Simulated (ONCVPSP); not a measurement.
# O: the cost of one run

Program: ONCVPSP 4.0.1.1 (patched build). Reference atom: PBE, scalar-relativistic, spherical and spin-unpolarised. All values are calculated.

## Step 1: Settings

The settings as typed:

```
element                 : oxygen (O, Z = 8)
type                    : optimised norm-conserving Vanderbilt (ONCV)
frozen core             : [He]
valence charge          : 6
reference configuration : 2s2 2p4
partial waves           : 2s: rc 0.90 bohr, ncon 3, nbas 7, qcut 5.6 1/bohr, 2 projectors, debl 3.7 Ha; 2p: rc 1.85 bohr, ncon 5, nbas 9, qcut 7.3 1/bohr, 2 projectors, debl 3.5 Ha
local potential         : polynomial inside 0.85 bohr (lpopt 5, dvloc0 4 Ha)
core correction         : polynomial model core, fcfact 0.25
```

The nodes and maxima of the atom's own shells, from an earlier all-electron run, set the scale for the radii.

All-electron outer shells of the reference configuration (PBE, scalar-relativistic, ld1.x):

```
shell  level (eV)  outermost node (bohr)  outermost maximum (bohr)
   1s     -514.70                      –                      0.13
   2s      -23.96                   0.28                      0.87
   2p       -9.03                      –                      0.82
```

## Step 2: The generation run

O.dat reads:

```
# ATOM AND REFERENCE CONFIGURATION
# atsym  z   nc   nv     iexc    psfile
  O 8.00    1    2        4      upf
#
#   n    l    f
    1    0    2.00
    2    0    2.00
    2    1    4.00
#
# PSEUDOPOTENTIAL AND OPTIMIZATION
# lmax
    1
#
#   l,   rc,      ep,       ncon, nbas, qcut
    0    0.90    0.00    3    7    5.60
    1    1.85    0.00    5    9    7.30
#
# LOCAL POTENTIAL
# lloc, lpopt,  rc(5),   dvloc0
    4    5    0.85    4.00
#
# VANDERBILT-KLEINMAN-BYLANDER PROJECTORs
# l, nproj, debl
    0    2    3.70
    1    2    3.50
#
# MODEL CORE CHARGE
# icmod, fcfact, rcfact
    1    0.25    0.00
#
# LOG DERIVATIVE ANALYSIS
# epsh1, epsh2, depsh
   -2.00    5.00    0.02
#
# OUTPUT GRID
# rlmax, drl
    6.00    0.01
#
# TEST CONFIGURATIONS
# ncnf
    4
# nvcnf
#   n    l    f
    2
    2    0    2.00
    2    1    3.00
#
    2
    2    0    2.00
    2    1    2.00
#
    2
    2    0    2.00
    2    1    1.00
#
    2
    2    0    1.00
    2    1    4.00
#
```

Run with:

```sh
$ oncvpsp.x < O.dat > O.out
```

**Question.** How long does this run take on 1 thread of AMD EPYC 7R43, shared host?

About 2.7 s.
